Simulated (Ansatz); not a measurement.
**Cl4GeH2N with multiplicity 2: a relaxation**

Wanted: the relaxed geometry, from a rough start. Meant to form: Cl2–N6; to break: Ge1–Cl2. The start is a guess near the saddle point, from which both ends are pulled out.

All numbers below are computed with Ansatz 0.2.0 (UKS PBE/def2-SVP).

## 1. The starting structure

Bond lengths: Ge1–Cl2 2.470 Å, Ge1–Cl3 2.220 Å, Ge1–Cl4 2.218 Å, Ge1–Cl5 2.218 Å, Cl2–N6 2.030 Å, N6–H7 1.060 Å, N6–H8 1.060 Å. Angles: Ge1–Cl2–N6 180.0°, Cl2–Ge1–Cl3 109.5°, Cl2–Ge1–Cl4 109.5°, Cl2–Ge1–Cl5 109.5°, Cl3–Ge1–Cl4 109.5°, Cl3–Ge1–Cl5 109.5°, Cl4–Ge1–Cl5 109.5°, Cl2–N6–H7 120.0°, Cl2–N6–H8 120.0°, H7–N6–H8 120.0°.

As a file:

```xyz
8

Ge    0.0000    0.0000    0.0000
Cl    0.0000    0.0000    2.4700
Cl    2.0935    0.0000   -0.7393
Cl   -1.0456    1.8115   -0.7393
Cl   -1.0456   -1.8115   -0.7393
N     0.0000    0.0000    4.5000
H    -0.4960   -0.7725    5.0300
H     0.4960    0.7725    5.0300
```

## 2. A restrained relaxation towards end A

Springs on the bonds that form and break draw the guess towards this end; the thresholds are loose.

Contents of input.yaml:

```yaml
crystal:
  periodic: [false, false, false]
  atoms:
    - { symbol: Ge, position_ang: [0.0, 0.0, 0.0] }
    - { symbol: Cl, position_ang: [0.0, 0.0, 2.47] }
    - { symbol: Cl, position_ang: [2.0935, 0.0, -0.7393] }
    - { symbol: Cl, position_ang: [-1.0456, 1.8115, -0.7393] }
    - { symbol: Cl, position_ang: [-1.0456, -1.8115, -0.7393] }
    - { symbol: "N", position_ang: [0.0, 0.0, 4.5] }
    - { symbol: H, position_ang: [-0.496, -0.7725, 5.03] }
    - { symbol: H, position_ang: [0.496, 0.7725, 5.03] }
magnetization:
  spin_polarized: true
  initial_magnetization: 1
basis:
  gaussian: { orbitals: def2-SVP }
hamiltonian:
  xc: pbe
relax:
  f_tol: 0.15
  max_steps: 25
  restrain:
    - { distance: [1, 5], at: 2.93, k: 30.0 }
    - { distance: [0, 1], at: 2.22, k: 30.0 }
```

On the command line:

```sh
$ ansatz run input.yaml --threads 4 --pin off --max-ram 5120MiB --backend cpu --events-out ev --progress --plain --runs-dir out
```

Log, shortened:

```text
Warning: RAYON_NUM_THREADS=4 ignored (pool sized by the plan → 4); use --threads N
[...]
Functional definition: PBE
[...]
1419 factors; their error is unknown
[...]
mean field -108077.72663505 eV, -3971.7831961238 hartree, gradient 3.9e-6 eV, S^2 0.757951; 4 other end points of the search recorded, 0 dependent functions left out
[...]
reference -108077.72667432 eV, -3971.7831975670 hartree; 55, 54 occupied and 73, 74 virtual orbitals, 1419 factors
relax step   1: F+E_penalty+E_count = -108077.72663505 eV  Δ(F+E_penalty+E_count) = +0.000e0 eV  max|allowed force component| = 2.863e0 eV/Å  E_restraint = 13.08750000 eV  max|allowed force component, restraints' pulls added| = 3.736e1 eV/Å  Δτ_max = 0.0000 Å  (136 SCF iters, accepted)
[...]
relax step   7: F+E_penalty+E_count = -108078.90675086 eV  Δ(F+E_penalty+E_count) = -5.750e-2 eV  max|allowed force component| = 7.235e-1 eV/Å  E_restraint = 0.01041370 eV  max|allowed force component, restraints' pulls added| = 2.352e-1 eV/Å  Δτ_max = 0.1953 Å  (34 SCF iters, accepted)
[...]
relax step   8: F+E_penalty+E_count = -108078.91129095 eV  Δ(F+E_penalty+E_count) = -4.540e-3 eV  max|allowed force component| = 7.573e-1 eV/Å  E_restraint = 0.00879087 eV  max|allowed force component, restraints' pulls added| = 5.624e-2 eV/Å  Δτ_max = 0.0791 Å  (31 SCF iters, accepted)
  distance Cl 1 - N 5 = 2.9309 Å
  distance Ge 0 - Cl 1 = 2.1958 Å
1419 factors; their error is unknown
[...]
mean field -108078.91129095 eV, -3971.8267314250 hartree, gradient 1.5e-5 eV, S^2 0.752973; 1 other end points of the search recorded, 0 dependent functions left out
[...]
reference -108078.91133104 eV, -3971.8267328983 hartree; 55, 54 occupied and 73, 74 virtual orbitals, 1419 factors
Total energy: -108078.91133104 eV, -3971.8267328983 hartree
Atom 0 at    -0.006199     0.004235    -0.234751 Å, force    -0.001822     0.001052     0.733579 eV/Å
Atom 1 at    -0.018334     0.012061     1.961008 Å, force    -0.003437     0.002297    -0.757270 eV/Å
Atom 2 at     2.023467    -0.001312    -0.955640 Å, force     0.011465     0.005091    -0.007404 eV/Å
Atom 3 at    -1.011458     1.755090    -0.988358 Å, force     0.002013    -0.012447     0.004406 eV/Å
Atom 4 at    -1.007929    -1.755446    -0.970706 Å, force    -0.008579     0.004264    -0.002167 eV/Å
Atom 5 at    -0.012325     0.008362     4.891859 Å, force    -0.004191    -0.000431    -0.010824 eV/Å
Atom 6 at    -0.419662    -0.688296     5.553837 Å, force    -0.034080    -0.056064     0.018732 eV/Å
Atom 7 at     0.454740     0.665307     5.554852 Å, force     0.038631     0.056238     0.020949 eV/Å
Dipole moment:     0.014006    -0.009210     0.612133 e Å
```

Run time: 27 s. Hardware: 4 threads of Arm Neoverse V2, shared host; peak memory 0.35 GiB.

Step by step:

```
step  energy from step 1 (eV)  largest force component (eV/Å)
   1                   0.0000                          2.8632
   2                  -0.5065                          1.6055
   3                  -0.5083                          3.2376
   4                  -0.7188                          2.7554
   5                  -1.0504                          1.0406
   6                  -1.1226                          0.8322
   7                  -1.1801                          0.7235
   8                  -1.1847                          0.7573
```

Step 1 is the start. Energies and forces in the table leave out the springs, which the log lists apart; the run stops on the force with the springs' pull added.

After: Bond lengths: Ge1–Cl2 2.196 Å, Ge1–Cl3 2.154 Å, Ge1–Cl4 2.155 Å, Ge1–Cl5 2.154 Å, N6–H7 1.044 Å, N6–H8 1.044 Å. Angles: Cl2–Ge1–Cl3 109.9°, Cl2–Ge1–Cl4 110.1°, Cl2–Ge1–Cl5 110.0°, Cl3–Ge1–Cl4 108.9°, Cl3–Ge1–Cl5 108.8°, Cl4–Ge1–Cl5 109.1°, H7–N6–H8 101.1°.

Pairs that crossed the distance rule for bonds on the way: moved apart Cl2–N6.

## 3. Relaxing end A

It starts where the restrained run ended.

Contents of input.yaml:

```yaml
crystal:
  periodic: [false, false, false]
  atoms:
    - { symbol: Ge, position_ang: [-0.006199, 0.004235, -0.234751] }
    - { symbol: Cl, position_ang: [-0.018334, 0.012061, 1.961008] }
    - { symbol: Cl, position_ang: [2.023467, -0.001312, -0.95564] }
    - { symbol: Cl, position_ang: [-1.011458, 1.75509, -0.988358] }
    - { symbol: Cl, position_ang: [-1.007929, -1.755446, -0.970706] }
    - { symbol: "N", position_ang: [-0.012325, 0.008362, 4.891859] }
    - { symbol: H, position_ang: [-0.419662, -0.688296, 5.553837] }
    - { symbol: H, position_ang: [0.45474, 0.665307, 5.554852] }
magnetization:
  spin_polarized: true
  initial_magnetization: 1
basis:
  gaussian: { orbitals: def2-SVP }
hamiltonian:
  xc: pbe
relax:
  f_tol: 0.03
  max_steps: 50
output:
  orbitals: {}
```

On the command line:

```sh
$ ansatz run input.yaml --threads 4 --pin off --max-ram 5120MiB --backend cpu --events-out ev --progress --plain --runs-dir out
```

Log, shortened:

```text
Warning: RAYON_NUM_THREADS=4 ignored (pool sized by the plan → 4); use --threads N
[...]
[... 1 set-up line as earlier in the session ...]
[...]
1419 factors; their error is unknown
[...]
mean field -108078.91129567 eV, -3971.8267315985 hartree, gradient 3.3e-5 eV, S^2 0.752973; 0 other end points of the search recorded, 0 dependent functions left out
[...]
reference -108078.91133574 eV, -3971.8267330713 hartree; 55, 54 occupied and 73, 74 virtual orbitals, 1419 factors
relax step   1: F+E_penalty+E_count = -108078.91129567 eV  Δ(F+E_penalty+E_count) = +0.000e0 eV  max|allowed force component| = 7.573e-1 eV/Å  Δτ_max = 0.0000 Å  (35 SCF iters, accepted)
[...]
relax step   2: F+E_penalty+E_count = -108078.93145202 eV  Δ(F+E_penalty+E_count) = -2.016e-2 eV  max|allowed force component| = 1.906e-1 eV/Å  Δτ_max = 0.0545 Å  (33 SCF iters, accepted)
[...]
reference -108078.93248998 eV, -3971.8275104752 hartree; 55, 54 occupied and 73, 74 virtual orbitals, 1419 factors
Total energy: -108078.93248998 eV, -3971.8275104752 hartree
Atom 0 at    -0.004549     0.003204    -0.233441 Å, force    -0.002506     0.001638    -0.014315 eV/Å
Atom 1 at    -0.022120     0.014494     1.908652 Å, force     0.003020    -0.001913     0.020023 eV/Å
Atom 2 at     2.023376    -0.000013    -0.961420 Å, force     0.007720     0.000092    -0.001639 eV/Å
Atom 3 at    -1.010182     1.750621    -0.993312 Å, force    -0.003719     0.006269    -0.004662 eV/Å
Atom 4 at    -1.008883    -1.752394    -0.976137 Å, force    -0.003919    -0.006468    -0.003076 eV/Å
Atom 5 at    -0.008794     0.005942     4.913619 Å, force    -0.000743     0.000345     0.023264 eV/Å
Atom 6 at    -0.421685    -0.689411     5.576686 Å, force     0.004613     0.007070    -0.009824 eV/Å
Atom 7 at     0.455137     0.667558     5.577454 Å, force    -0.004466    -0.007033    -0.009769 eV/Å
Dipole moment:     0.013592    -0.008878     0.631010 e Å
```

It took 9 s on 4 threads of Arm Neoverse V2, shared host; peak memory 0.24 GiB.

The steps of the relaxation:

```
step  energy from step 1 (eV)  largest force component (eV/Å)
   1                   0.0000                          0.7573
   2                  -0.0202                          0.1906
   3                  -0.0212                          0.0233
```

Step 1 is the start.

After: Bond lengths: Ge1–Cl2 2.142 Å, Ge1–Cl3 2.155 Å, Ge1–Cl4 2.155 Å, Ge1–Cl5 2.155 Å, N6–H7 1.046 Å, N6–H8 1.046 Å. Angles: Cl2–Ge1–Cl3 110.2°, Cl2–Ge1–Cl4 110.2°, Cl2–Ge1–Cl5 110.2°, Cl3–Ge1–Cl4 108.7°, Cl3–Ge1–Cl5 108.7°, Cl4–Ge1–Cl5 108.8°, H7–N6–H8 101.1°.

## 4. Summary of results

| quantity | value |
| --- | --- |
| end A | 2 moves, 0.021 eV lower |

The relaxation gains 0.02 eV in 2 moves, with Cl2 moving most (0.05 Å); the start's largest force component was 0.8 eV/Å.
